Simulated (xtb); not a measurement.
# GFN2-xTB run of CH5ClNOTa (SMILES [CH3][Ta]([NH2])(=[O])[Cl])

Aim: a geometry optimisation of CH5ClNOTa. 

Program for the calculation: xtb 6.7.1.

## 1. Starting point

The species is CH5ClNOTa (10 atoms), meant as a singlet with charge 0. As SMILES, `[CH3][Ta]([NH2])(=[O])[Cl]`. All atoms were displaced at random from a relaxed shape. The run starts from this shape.

Bond lengths: C1–Ta2 2.229 Å, Ta2–N3 1.934 Å, Ta2–O4 1.740 Å, Ta2–Cl5 2.297 Å, C1–H6 0.900 Å, C1–H7 1.188 Å, C1–H8 1.149 Å, N3–H9 1.048 Å, N3–H10 0.975 Å. Some angles: C1–Ta2–N3 103.8°, C1–Ta2–O4 103.0°, C1–Ta2–Cl5 107.4°, N3–Ta2–O4 105.3°, N3–Ta2–Cl5 117.6°, O4–Ta2–Cl5 117.9°, Ta2–C1–H6 119.6°, Ta2–C1–H7 105.0°, Ta2–C1–H8 104.4°, Ta2–N3–H9 125.6°.

## 2. A structure relaxation at GFN2-xTB

Input file detailed.inp:

```
$opt
   engine=inertial
$end
```

Input file struc.tmol:

```
$coord
     -1.497645748288      2.110483930505     -1.467693589213  c
      0.370424114949     -0.146907308928      1.557663450007  ta
      2.084405709985     -2.805940938889     -0.271704822199  n
     -2.161279768734     -1.617189822932      3.052455711847  o
      2.807509411573      2.580250947825      3.895613714132  cl
     -0.554540131271      2.817203706592     -2.693464439952  h
     -2.861404400647      3.521901475726     -0.378908985249  h
     -2.980740605417      0.765735922960     -2.307185522817  h
      1.587993554307     -4.722085434737     -0.252807560952  h
      3.513208735553     -2.608691326001     -1.416897750983  h
$end
```

Launch:

```bash
$ xtb struc.tmol --input detailed.inp --opt normal > run.log
```

**Question.** What will come out? Wanted: total energy at the end; dipole moment; HOMO energy; LUMO energy; HOMO–LUMO gap; dispersion energy; mean polarisability.

Answer, from the run:

Level: GFN2-xTB.

```
                      quantity          value
       total energy at the end   -18.20010 Eh
                 dipole moment         5.67 D
                   HOMO energy      -11.05 eV
                   LUMO energy       -7.70 eV
                 HOMO–LUMO gap        3.35 eV
             dispersion energy  -16.19 kJ/mol
mean polarisability (D4 model)     84.9 bohr³
```

In words: At the final geometry: Bond lengths: C1–Ta2 2.297 Å, Ta2–N3 1.957 Å, Ta2–O4 1.713 Å, Ta2–Cl5 2.214 Å, C1–H6 1.090 Å, C1–H7 1.089 Å, C1–H8 1.087 Å, N3–H9 1.014 Å, N3–H10 1.018 Å. Some angles: C1–Ta2–N3 99.2°, C1–Ta2–O4 96.5°, C1–Ta2–Cl5 98.9°, N3–Ta2–O4 105.8°, N3–Ta2–Cl5 135.6°, O4–Ta2–Cl5 111.9°, Ta2–C1–H6 110.5°, Ta2–C1–H7 109.0°, Ta2–C1–H8 111.3°, Ta2–N3–H9 123.0°. The optimisation took 80 steps and changed the energy by -1.302 eV. Mulliken charges run from -0.51 on O4 to +0.86 on Ta2.
